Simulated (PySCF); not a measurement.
# Re3 (Re3+): the cost of one run

The runs use PySCF 2.14.0; PBE, Re def2-SVP with ECP60; scalar-relativistic core potentials, no spin–orbit coupling.

1 further run of the same task is left out (for a known fault of the program).

### 1 The starting structure

3 atoms, charge 1, spin multiplicity 3.

Bond lengths: Re1–Re2 2.293 Å, Re1–Re3 2.285 Å, Re2–Re3 2.292 Å. Angles: Re2–Re1–Re3 60.1°, Re1–Re2–Re3 59.8°, Re1–Re3–Re2 60.1°.

As a file:

```xyz
3
Re3
Re    1.3207    0.0019    0.0000
Re   -0.6663    1.1453    0.0000
Re   -0.6544   -1.1471    0.0000
```

An earlier session relaxed this geometry at PBE, Re def2-SVP with ECP60 (triplet, point group D3h).

Its energy there is -234.610249 Eh.

### 2 Multiplicity 1 at the relaxed geometry

run.py (the lines that set the calculation) reads:

```python
mol = gto.M(atom='''
Re     1.32071     0.00186     0.00000
Re    -0.66634     1.14527     0.00000
Re    -0.65437    -1.14713     0.00000''',
    basis={'Re': 'def2-SVP'},
    ecp={'Re': 'def2-SVP'},
    charge=1, spin=0)
mf = dft.RKS(mol, xc='PBE')
mf.grids.atom_grid = (50, 194)
mf = mf.density_fit()  # fitting sets: Re def2-universal-JKFIT
mf.conv_tol = 1e-08; mf.max_cycle = 55
mf.kernel(dm0)  # dm0: free metal ions and neutral atoms
```

On the command line:

```bash
> OMP_NUM_THREADS=2 python run.py
```

**Question.** How long does this run take on 2 threads of Intel Xeon at 2.80GHz (Skylake/Cascade Lake), shared host?

About 36 s.
